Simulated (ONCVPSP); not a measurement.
# N: generating and testing an ONCV potential

Aim: build the potential from the settings below, then test how well it stands in for the atom: other configurations, scattering, ghost states and the plane-wave cutoff that it needs.

Method: ONCVPSP 4.0.1, PBE, scalar-relativistic.

## 1. Starting point

Typed settings, in words:

- element: nitrogen (N, Z = 7)
- type: optimised norm-conserving Vanderbilt (ONCV)
- frozen core: [He]
- valence charge: 5
- reference configuration: 2s2 2p2 (charge +1)
- partial waves: 2s: rc 0.75 bohr, ncon 3, nbas 6, qcut 8.5 1/bohr, 1 projector; 2p: rc 2.35 bohr, ncon 4, nbas 7, qcut 4.9 1/bohr, 2 projectors, debl 3.6 Ha; d scattering state at 0.02 Ha: rc 1.80 bohr, ncon 3, nbas 6, qcut 4.6 1/bohr, 2 projectors, debl 1 Ha
- local potential: polynomial inside 0.45 bohr (lpopt 5, dvloc0 0 Ha)
- core correction: Teter function, fcfact 3.25, rcfact 1.55

The outer shells as boxes (Hund's rule for the drawing; the calculation is spin-unpolarised):

```
[He] core
2s [↑↓]
2p [↑ ][↑ ][  ]
```

An earlier all-electron run gives the scale for the radii.

All-electron outer shells of the reference configuration (PBE, scalar-relativistic, ld1.x):

```csv
shell,level (eV),outermost node (bohr),outermost maximum (bohr)
1s,-401.68,–,0.15
2s,-32.46,0.32,0.99
2p,-20.69,–,0.92
```

## 2. Generating the potential

N.dat reads:

```
# ATOM AND REFERENCE CONFIGURATION
# atsym  z   nc   nv     iexc    psfile
  N 7.00    1    2        4      upf
#
#   n    l    f
    1    0    2.00
    2    0    2.00
    2    1    2.00
#
# PSEUDOPOTENTIAL AND OPTIMIZATION
# lmax
    2
#
#   l,   rc,      ep,       ncon, nbas, qcut
    0    0.75    0.00    3    6    8.50
    1    2.35    0.00    4    7    4.90
    2    1.80    0.02    3    6    4.60
#
# LOCAL POTENTIAL
# lloc, lpopt,  rc(5),   dvloc0
    4    5    0.45    0.00
#
# VANDERBILT-KLEINMAN-BYLANDER PROJECTORs
# l, nproj, debl
    0    1    0.50
    1    2    3.60
    2    2    1.00
#
# MODEL CORE CHARGE
# icmod, fcfact, rcfact
    3    3.25    1.55
#
# LOG DERIVATIVE ANALYSIS
# epsh1, epsh2, depsh
   -3.00    5.00    0.02
#
# OUTPUT GRID
# rlmax, drl
    6.00    0.01
#
# TEST CONFIGURATIONS
# ncnf
    4
# nvcnf
#   n    l    f
    2
    2    0    2.00
    2    1    3.00
#
    2
    2    0    2.00
    2    1    1.00
#
    2
    2    0    2.00
    2    1    0.00
#
    2
    2    0    0.00
    2    1    5.00
#
```

Started as:

```sh
$ oncvpsp.x < N.dat > N.out
```

What does the calculation give? Wanted: cutoffs for 1 and 0.1 mHa per electron, occupied waves; bound ghosts; GHOST(+) flags; largest test error; largest phase difference near zero energy, channels read; rms error of d²Exc/dn², without and with the model core.

The runs gave:

| quantity | value |
| --- | --- |
| cutoffs for 1 and 0.1 mHa per electron, occupied waves | 30 Ha and 42 Ha |
| bound ghosts | p at -363.71 eV |
| GHOST(+) flags | d at 2 eV |
| largest test error (AE − PS) | +2748 meV, for 2s2 2p0 |
| largest phase difference near zero energy, channels read | 0.358 rad |
| rms error of d²Exc/dn², without and with the model core | 0.75 and 1.24 mHa |

It has a bound ghost (p), a state that the atom doesn't have, and that rules the file out. The worst unpolarised test, 2s2 2p0, is off by 2748 meV on 75.9 eV; by total energies transferability rates as poor. That test lies far up in energy; among those under 40 eV, nearer to bonding, the largest error is 531 meV. It counts as of middling hardness, with 30 Ha needed at the looser tolerance. At the looser tolerance the 2s wave is the slowest; 2p needs 11 Ha. Near zero energy the largest phase difference among the channels read is 0.36 rad, in the p channel. The program also flags highly localised states, GHOST(+) (d). All of this concerns the isolated atom, not yet a solid.
